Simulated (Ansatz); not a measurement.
# AgPdO2: the cost of one run

Computed with Ansatz 0.2.0 (DFT LDA, with the methods named in each step, unless a step's input says otherwise).

### Step 1. The starting structure

Symmetry: Pmmm, No. 47, orthorhombic system. Conventional cell: a = 3.005 Å, b = 3.347 Å, c = 5.423 Å, α = 90.00°, β = 90.00°, γ = 90.00°. Ag (site symmetry mmm) is surrounded by 4 O at 2.17 Å. Pd (site symmetry mmm) is surrounded by 4 O at 2.01 Å. O (site symmetry mm2) has 2 Pd at 2.01 Å and 2 Ag at 2.17 Å in its first shell of neighbours.

Structure file:

```cif
data_structure
_symmetry_space_group_name_H-M 'P 1'
_symmetry_Int_Tables_number 1
_cell_length_a 3.0045
_cell_length_b 3.3472
_cell_length_c 5.4231
_cell_angle_alpha 90.000
_cell_angle_beta 90.000
_cell_angle_gamma 90.000
_cell_volume 54.54
loop_
_atom_site_label
_atom_site_type_symbol
_atom_site_fract_x
_atom_site_fract_y
_atom_site_fract_z
_atom_site_occupancy
Ag1 Ag 0.50000 0.50000 0.50000 1
Pd1 Pd 0.00000 0.00000 0.00000 1
O1 O 0.50000 0.00000 0.24604 1
O2 O 0.50000 0.00000 0.75396 1
```

Atoms are numbered in the order of the input: Ag1, Pd2, O3, O4.

### Step 2. Shortest bond scaled by 1, PAW

The input, input.yaml:

```yaml
crystal:
  lattice:
    - [3.00450974, 0.0, 0.0]
    - [0.0, 3.34717092, 0.0]
    - [0.0, 0.0, 5.42314049]
  atoms:
    - { symbol: Ag, position: [0.5, 0.5, 0.5] }
    - { symbol: Pd, position: [0.0, 0.0, 0.0] }
    - { symbol: O, position: [0.5, 0.0, 0.24604253] }
    - { symbol: O, position: [0.5, 0.0, 0.75395747] }
kpoints:
  mp_grid: { grid: [8, 7, 5] }
scf:
  occupations: { method: fermi_dirac, width: 0.05 }
hamiltonian:
  xc: lda
  pseudopotentials: { kind: paw }
output:
  forces: true
  stress: true
  eigenvalues: true
  populations: true
  write_density: true
  write_potential: true
  elf: true
  volumetric_format: npy
```

On the command line:

```
> ansatz run input.yaml --threads 1 --pin off --max-ram 3072MiB --backend cpu --events-out ev --progress --plain --runs-dir out
```

Q: Estimate wall time and peak memory on 1 thread of AMD EPYC 9R45 (Zen 5), shared host.

About 1.9 s, with a peak of 0.44 GiB.
